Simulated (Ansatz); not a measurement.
# B7I: the cost of one run

Program: Ansatz 0.2.0. Level of theory: DFT PBE, scalar-relativistic, plane waves, PAW. These are calculated values, not measurements.

## 1. The structure to begin with

It takes space group Im-3m (No. 229, cubic). Conventional cell: a = 6.201 Å, b = 6.201 Å, c = 6.201 Å, α = 90.00°, β = 90.00°, γ = 90.00°. Around B (site symmetry -3m) lie 6 B at 2.69 Å and 2 I at 2.69 Å. B (site symmetry 4/mmm) is surrounded by 8 B at 2.69 Å. I (site symmetry m-3m) is surrounded by 8 B at 2.69 Å.

Structure file:

```cif
data_structure
_symmetry_space_group_name_H-M 'Im-3m'
_symmetry_Int_Tables_number 229
_cell_length_a 6.2008
_cell_length_b 6.2008
_cell_length_c 6.2008
_cell_angle_alpha 90.000
_cell_angle_beta 90.000
_cell_angle_gamma 90.000
_cell_volume 238.42
loop_
_atom_site_label
_atom_site_type_symbol
_atom_site_symmetry_multiplicity
_atom_site_Wyckoff_symbol
_atom_site_fract_x
_atom_site_fract_y
_atom_site_fract_z
_atom_site_occupancy
B1 B 8 c 0.25000 0.25000 0.25000 1
B2 B 6 b 0.50000 0.00000 0.00000 1
I1 I 2 a 0.00000 0.00000 0.00000 1
```

The cell is invented: random cell by space group and Wyckoff sites (Im-3m, No. 229). Its size is a rough estimate.

## 2. The guess as it stands, on a coarse mesh

input.yaml reads:

```yaml
crystal:
  lattice:
    - [-3.10039871, 3.10039871, 3.10039871]
    - [3.10039871, -3.10039871, 3.10039871]
    - [3.10039871, 3.10039871, -3.10039871]
  atoms:
    - { symbol: B, position: [0.5, 0.5, 0.5] }
    - { symbol: B, position: [0.0, 0.0, 0.5] }
    - { symbol: B, position: [0.0, 0.5, 0.0] }
    - { symbol: B, position: [0.5, 0.0, 0.0] }
    - { symbol: B, position: [0.0, 0.5, 0.5] }
    - { symbol: B, position: [0.5, 0.0, 0.5] }
    - { symbol: B, position: [0.5, 0.5, 0.0] }
    - { symbol: I, position: [0.0, 0.0, 0.0] }
basis:
  ecutwfc: 420
kpoints:
  mp_grid: { grid: [4, 4, 4] }
hamiltonian:
  xc: pbe
scf:
  occupations: { method: gaussian, width: 0.1 }
  lower_state_search: "off"
output:
  forces: true
  stress: true
  eigenvalues: true
```

On the command line:

```bash
> ansatz run input.yaml --threads 1 --pin off --max-ram 2048MiB --backend cpu --events-out ev --progress --plain --runs-dir out
```

**Question.** How long does this run take on 1 thread of Arm Neoverse V2, shared host, and how much memory does it need?

About 1.5 s, with a peak of 0.34 GiB.
